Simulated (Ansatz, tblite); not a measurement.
**The cluster Sn2Cl4: charged states by level of theory**

Aim: the energy of removing and adding an electron for the cluster Sn2Cl4, by energy differences, and how well orbital energies stand in for it.

Method: as each input shows; program: Ansatz 0.2.0, Gaussian basis.

The runs, in order: charge +1 doublet, at the geometry of the singlet (PBE0-D4/def2-TZVP, PBE-D4/def2-TZVP, ωB97M-V/def2-TZVP, CCSD(T)/def2-SVP); charge -1 doublet, at the geometry of the singlet (PBE0-D4/def2-TZVPD, PBE-D4/def2-TZVPD); the starting singlet's energies come from earlier runs.

3 further runs of the same task are left out: 1 that didn't finish, 2 set aside as unsound or not needed. Runs told in other sessions of the task aren't counted.

### Step 1. The relaxed structure

The singlet was relaxed beforehand with PBE-D4/def2-SVP. At that level it is the lowest of the isomers that a small search found.

6 atoms, charge 0, spin multiplicity 1.

Atoms are counted from 1 here; the program's logs count them from 0.

Bond lengths: Sn1–Cl3 2.627 Å, Sn1–Cl5 2.626 Å, Sn1–Cl6 2.449 Å, Sn2–Cl3 2.708 Å, Sn2–Cl4 2.418 Å, Sn2–Cl5 2.708 Å. Angles: Cl3–Sn1–Cl5 83.5°, Cl3–Sn1–Cl6 90.6°, Cl5–Sn1–Cl6 90.5°, Cl3–Sn2–Cl4 95.4°, Cl3–Sn2–Cl5 80.5°, Cl4–Sn2–Cl5 95.3°, Sn1–Cl3–Sn2 87.5°, Sn1–Cl5–Sn2 87.5°.

Sn takes a core potential in the def2 sets. No spin-orbit coupling is included.

### Step 2. Charge +1 doublet at the fixed geometry, PBE0-D4/def2-TZVP

The input, in.yaml:

```yaml
crystal:
  periodic: [false, false, false]
  atoms:
    - {symbol: Sn, position_ang: [-1.854278, 1.183097, 0.122841]}
    - {symbol: Sn, position_ang: [1.444764, -0.467814, 0.058739]}
    - {symbol: Cl, position_ang: [-0.844969, -0.843630, 1.454586]}
    - {symbol: Cl, position_ang: [1.634301, -2.759447, -0.689925]}
    - {symbol: Cl, position_ang: [-0.354699, 0.263801, -1.827591]}
    - {symbol: Cl, position_ang: [-0.025129, 2.623993, 0.881350]}
basis:
  gaussian: {orbitals: def2-TZVP}
total_charge: 1
magnetization: {spin_polarized: true, initial_magnetization: 1}
hamiltonian: {xc: pbe0, dispersion: d4}
scf: {omitted_lower_state_checks: [starts]}
output: {orbitals: {seedname: orbitals}}
```

Launch:

```
$ ansatz run in.yaml --threads 4 --pin off --events-out ev --progress --plain --max-ram 4787MiB
```

Log:

```text
Functional definition: PBE0
  name "PBE0"
  cite "Adamo & Barone, J. Chem. Phys. 110, 6158 (1999) doi:10.1063/1.478522"
  cite "Perdew, Burke & Ernzerhof, Phys. Rev. Lett. 77, 3865 (1996) doi:10.1103/PhysRevLett.77.3865"
  parent pbe
  parameter a = 0.25
  parameter kappa = 0.804
  parameter beta = 0.06672455060314922
  exchange = (1 - a)*pbe_x(kappa = kappa, mu = beta*pi^2/3) + a*exact_x
  correlation = pbe_c(beta = beta)
these checks for a lower state are left out or cut short: starts
1994 factors; their error is unknown
mean field evaluation 1: about -61730.3987 eV, gradient 3.2e1 eV
mean field evaluation 2: about -61712.9017 eV, gradient 6.3e1 eV
mean field evaluation 4: about -61736.1993 eV, gradient 6.2e0 eV
mean field evaluation 8: about -61736.4666 eV, gradient 2.5e-1 eV
mean field evaluation 16: about -61736.7800 eV, gradient 5.3e-3 eV
mean field -61736.77996759 eV, -2268.7848171163 hartree, gradient 3.0e-5 eV, S^2 0.758118; 0 other end points of the search recorded, 0 dependent functions left out
reference -61736.78000411 eV, -2268.7848184584 hartree; 56, 55 occupied and 192, 193 virtual orbitals, 1994 factors
Total energy: -61737.12240253 eV, -2268.7974013686 hartree
Checks for a lower state left out: starts
```

Run time: 21 s. Hardware: 4 threads of Arm Neoverse V2, shared host; peak memory 1.4 GiB.

Report: HOMO -12.66 eV, LUMO -11.13 eV (over both spins); ⟨S²⟩ 0.758 (pure: 0.75).

### Step 3. Charge +1 doublet at the fixed geometry, PBE-D4/def2-TZVP

start.molden holds the orbitals of an earlier run on this state, given as this run's starting guess.

in.yaml: that of step 2 with these lines changed.

```diff
@@ -10,6 +10,6 @@
 basis:
-  gaussian: {orbitals: def2-TZVP}
+  gaussian: {orbitals: def2-TZVP, initial_orbitals: start.molden}
 total_charge: 1
 magnetization: {spin_polarized: true, initial_magnetization: 1}
-hamiltonian: {xc: pbe0, dispersion: d4}
+hamiltonian: {xc: pbe, dispersion: d4}
 scf: {omitted_lower_state_checks: [starts]}
```

The command is unchanged.

Log:

```text
Functional definition: PBE
  name "PBE"
  cite "Perdew, Burke & Ernzerhof, Phys. Rev. Lett. 77, 3865 (1996) doi:10.1103/PhysRevLett.77.3865"
  parent pbe
  parameter kappa = 0.804
  parameter beta = 0.06672455060314922
  exchange = pbe_x(kappa = kappa, mu = beta*pi^2/3)
  correlation = pbe_c(beta = beta)
these checks for a lower state are left out or cut short: starts
1800 factors; their error is unknown
mean field evaluation 1: about -61732.8776 eV, gradient 1.2e1 eV
mean field evaluation 2: about -61733.0630 eV, gradient 3.3e-1 eV
mean field evaluation 4: about -61733.0589 eV, gradient 8.3e-2 eV
mean field evaluation 8: about -61733.0589 eV, gradient 1.3e-5 eV
mean field -61733.05893821 eV, -2268.6480718090 hartree, gradient 1.3e-5 eV, S^2 0.751946; 0 other end points of the search recorded, 0 dependent functions left out
reference -61733.05898812 eV, -2268.6480736430 hartree; 56, 55 occupied and 192, 193 virtual orbitals, 1800 factors
Total energy: -61733.45198740 eV, -2268.6625161002 hartree
Checks for a lower state left out: starts
```

Wall time 6 s (4 threads of Arm Neoverse V2, shared host).

Report: HOMO -11.79 eV, LUMO -11.42 eV (over both spins); ⟨S²⟩ 0.752 (pure: 0.75).

### Step 4. Charge +1 doublet at the fixed geometry, ωB97M-V/def2-TZVP

in.yaml: that of step 3 with these lines changed.

```diff
@@ -13,3 +13,3 @@
 magnetization: {spin_polarized: true, initial_magnetization: 1}
-hamiltonian: {xc: pbe, dispersion: d4}
+hamiltonian: {xc: {name: wB97M-V}}
 scf: {omitted_lower_state_checks: [starts]}
```

Same command.

Log (excerpt; [...] marks lines left out):

```text
Functional definition: wB97M-V
  name "wB97M-V"
  cite "Mardirossian & Head-Gordon, J. Chem. Phys. 144, 214110 (2016) doi:10.1063/1.4952647"
  cite "Becke, J. Chem. Phys. 107, 8554 (1997) doi:10.1063/1.475007"
  cite "Vydrov & Van Voorhis, J. Chem. Phys. 133, 244103 (2010) doi:10.1063/1.3521275"
  # Of w^i u^j: cxij and so on, Table III.
[...]
  gx(w, u) = 1 - cx + cx01*u + cx10*w
  gss(w, u) = css00 + css04*u^4 + css10*w + css20*w^2 + css43*w^4*u^3
  gos(w, u) = cos00 + cos10*w + (cos20 + cos21*u)*w^2 + (cos60 + cos61*u)*w^6
[...]
      + integral(e_c_pw_mod_opposite_spin*gos(b97_w_opposite, b97_u_opposite)) + vv10(b, c)
[...]
1916 factors; their error is unknown
328 factors; integrals over basis functions are off by at most 3.2e-5 eV
the host lacks memory for fits, so the integrals are decomposed
1800 factors; integrals over basis functions are off by at most 8.9e-4 eV
328 factors; integrals over basis functions are off by at most 3.2e-5 eV
[...]
mean field -61747.82964078 eV, -2269.1908851166 hartree, gradient 2.0e-5 eV, S^2 0.763544; 0 other end points of the search recorded, 0 dependent functions left out
reference -61747.82969616 eV, -2269.1908871515 hartree; 56, 55 occupied and 192, 193 virtual orbitals, 1800 factors
Total energy: -61747.82969616 eV, -2269.1908871515 hartree
Checks for a lower state left out: starts
```

Wall time 46 s (4 threads of Arm Neoverse V2, shared host); peak memory 1.6 GiB.

Report: HOMO -14.35 eV, LUMO -9.77 eV (over both spins); ⟨S²⟩ 0.764 (pure: 0.75).

### Step 5. Charge +1 doublet at the fixed geometry, CCSD(T)/def2-SVP

in.yaml: that of step 4 with these lines changed.

```diff
@@ -10,7 +10,7 @@
 basis:
-  gaussian: {orbitals: def2-TZVP, initial_orbitals: start.molden}
+  gaussian: {orbitals: def2-SVP, initial_orbitals: start.molden}
 total_charge: 1
 magnetization: {spin_polarized: true, initial_magnetization: 1}
-hamiltonian: {xc: {name: wB97M-V}}
-scf: {omitted_lower_state_checks: [starts]}
+correlation: {method: ccsd_t}
+scf: {omitted_lower_state_checks: [starts, cluster_reference]}
 output: {orbitals: {seedname: orbitals}}
```

Launched as before.

Log (excerpt; [...] marks lines left out):

```text
Functional definition: HF
  name "HF"
  cite "Fock, Z. Phys. 61, 126 (1930) doi:10.1007/BF01340294"
  parent pbe
[...]
1316 factors; integrals over basis functions are off by at most 3.1e-4 eV
[...]
mean field -61607.55220630 eV, -2264.0357844829 hartree, gradient 3.4e-6 eV, S^2 0.797404; 0 other end points of the search recorded, 0 dependent functions left out
28 core orbitals not correlated: weight in the atoms' cores, before any rotation towards them, 1.000 or more for the frozen orbitals, at most 0.000 for the correlated occupied ones
reference -61607.55220630 eV, -2264.0357844829 hartree; 28, 27 occupied and 68, 69 virtual orbitals, 1316 factors
second order -18.84559981 eV of doubles, -0.00000000 eV of singles
cycle   1  -19.89763326 eV  change    -1.1e0 eV  update   1.3e-1
[...]
cycle  16  -20.59035716 eV  change    1.1e-5 eV  update   4.9e-5
perturbative correction -0.69765650 eV, -0.0256384034 hartree
Total energy: -61628.84021996 eV, -2264.8181045553 hartree
Checks for a lower state left out: starts, cluster_reference
```

Wall time 65 s (4 threads of Arm Neoverse V2, shared host); peak memory 1.7 GiB.

From the report: Hartree-Fock HOMO -14.26 eV, LUMO -8.27 eV (over both spins); ⟨S²⟩ 0.797 (pure: 0.75); T1 0.031.

### Step 6. Vertical ionisation energy

Charged state less starting state, singlet to doublet; the starting state's energies are those of its earlier runs.

```csv
method,vertical ionisation energy (eV),from CCSD(T)/def2-SVP (eV),time
HF/def2-SVP,9.17,-0.06,
PBE-D4/def2-TZVP,9.12,-0.11,8.5 s
PBE0-D4/def2-TZVP,9.51,+0.28,30 s
ωB97M-V/def2-TZVP,9.81,+0.58,62 s
MP2/def2-SVP,9.45,+0.22,
CCSD/def2-SVP,9.35,+0.12,
CCSD(T)/def2-SVP,9.23,0,79 s
```

Times add the two runs; a level without a time comes out of a correlated run.

Beside −ε(HOMO) of the starting state:

```csv
level,−ε(HOMO) (eV),by difference (eV),mismatch (eV)
PBE-D4/def2-TZVP,6.80,9.12,-2.33
PBE0-D4/def2-TZVP,7.86,9.51,-1.65
ωB97M-V/def2-TZVP,9.85,9.81,+0.04
```

### Step 7. Charge -1 doublet at the fixed geometry, PBE0-D4/def2-TZVPD

in.yaml: that of step 5 with these lines changed.

```diff
@@ -10,7 +10,7 @@
 basis:
-  gaussian: {orbitals: def2-SVP, initial_orbitals: start.molden}
-total_charge: 1
+  gaussian: {orbitals: def2-TZVPD}
+total_charge: -1
 magnetization: {spin_polarized: true, initial_magnetization: 1}
-correlation: {method: ccsd_t}
-scf: {omitted_lower_state_checks: [starts, cluster_reference]}
+hamiltonian: {xc: pbe0, dispersion: d4}
+scf: {omitted_lower_state_checks: [starts]}
 output: {orbitals: {seedname: orbitals}}
```

Launched as before.

Log (excerpt; [...] marks lines left out):

```text
Functional definition: PBE0
  name "PBE0"
  cite "Adamo & Barone, J. Chem. Phys. 110, 6158 (1999) doi:10.1063/1.478522"
  cite "Perdew, Burke & Ernzerhof, Phys. Rev. Lett. 77, 3865 (1996) doi:10.1103/PhysRevLett.77.3865"
  parent pbe
[...]
2208 factors; their error is unknown
the host lacks memory for fits, so the integrals are decomposed
2092 factors; integrals over basis functions are off by at most 8.1e-4 eV
[...]
mean field -61747.45909757 eV, -2269.1772679048 hartree, gradient 5.9e-6 eV, S^2 0.755483; 0 other end points of the search recorded, 0 dependent functions left out
reference -61747.45914113 eV, -2269.1772695053 hartree; 57, 56 occupied and 239, 240 virtual orbitals, 2092 factors
Total energy: -61747.82981268 eV, -2269.1908914338 hartree
Checks for a lower state left out: starts
```

Wall time 21 s (4 threads of Arm Neoverse V2, shared host); peak memory 1.7 GiB.

From the report: HOMO 0.28 eV, LUMO 1.83 eV (over both spins); ⟨S²⟩ 0.755 (pure: 0.75). Doubts: highest occupied level lies above zero.

### Step 8. Charge -1 doublet at the fixed geometry, PBE-D4/def2-TZVPD

in.yaml: that of step 7 with these lines changed.

```diff
@@ -10,6 +10,6 @@
 basis:
-  gaussian: {orbitals: def2-TZVPD}
+  gaussian: {orbitals: def2-TZVPD, initial_orbitals: start.molden}
 total_charge: -1
 magnetization: {spin_polarized: true, initial_magnetization: 1}
-hamiltonian: {xc: pbe0, dispersion: d4}
+hamiltonian: {xc: pbe, dispersion: d4}
 scf: {omitted_lower_state_checks: [starts]}
```

Same command.

Log:

```text
Functional definition: PBE
  name "PBE"
  cite "Perdew, Burke & Ernzerhof, Phys. Rev. Lett. 77, 3865 (1996) doi:10.1103/PhysRevLett.77.3865"
  parent pbe
  parameter kappa = 0.804
  parameter beta = 0.06672455060314922
  exchange = pbe_x(kappa = kappa, mu = beta*pi^2/3)
  correlation = pbe_c(beta = beta)
these checks for a lower state are left out or cut short: starts
1928 factors; their error is unknown
mean field evaluation 1: about -61743.2648 eV, gradient 1.2e1 eV
mean field evaluation 2: about -61743.4344 eV, gradient 2.8e-1 eV
mean field evaluation 4: about -61743.4171 eV, gradient 6.7e-2 eV
mean field evaluation 8: about -61743.4171 eV, gradient 1.0e-5 eV
mean field -61743.41714584 eV, -2269.0287289184 hartree, gradient 1.0e-5 eV, S^2 0.752804; 0 other end points of the search recorded, 0 dependent functions left out
reference -61743.41720086 eV, -2269.0287309404 hartree; 57, 56 occupied and 239, 240 virtual orbitals, 1928 factors
Total energy: -61743.84264319 eV, -2269.0443656575 hartree
Checks for a lower state left out: starts
```

Run time: 8 s. Hardware: 4 threads of Arm Neoverse V2, shared host; peak memory 0.75 GiB.

From the report: HOMO 0.79 eV, LUMO 1.37 eV (over both spins); ⟨S²⟩ 0.753 (pure: 0.75). Doubts: highest occupied level lies above zero.

### Step 9. Vertical electron affinity

Starting state less charged state (positive: the electron is bound), singlet to doublet; the starting state's energies are those of its earlier runs.

```csv
level,vertical electron affinity (eV),time
PBE-D4/def2-TZVPD,+1.18,13 s
PBE0-D4/def2-TZVPD,+1.12,30 s
```

Times add the two runs; a level without a time comes out of a correlated run.

Beside −ε(LUMO) of the starting state:

```csv
level,−ε(LUMO) (eV),by difference (eV),mismatch (eV)
PBE-D4/def2-TZVPD,3.16,1.18,+1.98
PBE0-D4/def2-TZVPD,2.49,1.12,+1.37
```

### Step 10. Summary of results

| quantity | value |
| --- | --- |
| vertical ionisation energy, functionals in def2-TZVP | 9.12 (PBE-D4) to 9.81 eV (ωB97M-V) |
| vertical ionisation energy, CCSD(T)/def2-SVP | 9.23 eV |
| vertical electron affinity, functionals in def2-TZVPD | 1.12 (PBE0-D4) to 1.18 eV (PBE-D4) |

What this shows: The vertical ionisation energy spans 9.12 to 9.81 eV over the functionals, beside 9.23 eV from CCSD(T)/def2-SVP. −ε(HOMO) misses the level's own difference by +0.04 eV at best (ωB97M-V) and -2.33 eV at worst (PBE-D4). The yardstick is in a double-zeta basis, so levels in larger sets aren't compared like for like. CCSD(T)/def2-SVP isn't at the basis-set limit; small misses against it rank nothing. The vertical electron affinity spans 1.12 to 1.18 eV over the functionals. The anion's highest level lies above zero where self-interaction lifts it, so diffuse functions weigh on these values. −ε(LUMO) misses the level's own difference by +1.37 eV at best (PBE0-D4) and +1.98 eV at worst (PBE-D4).

The anion's highest level is positive in at least one run, so there the basis alone may hold the extra electron.
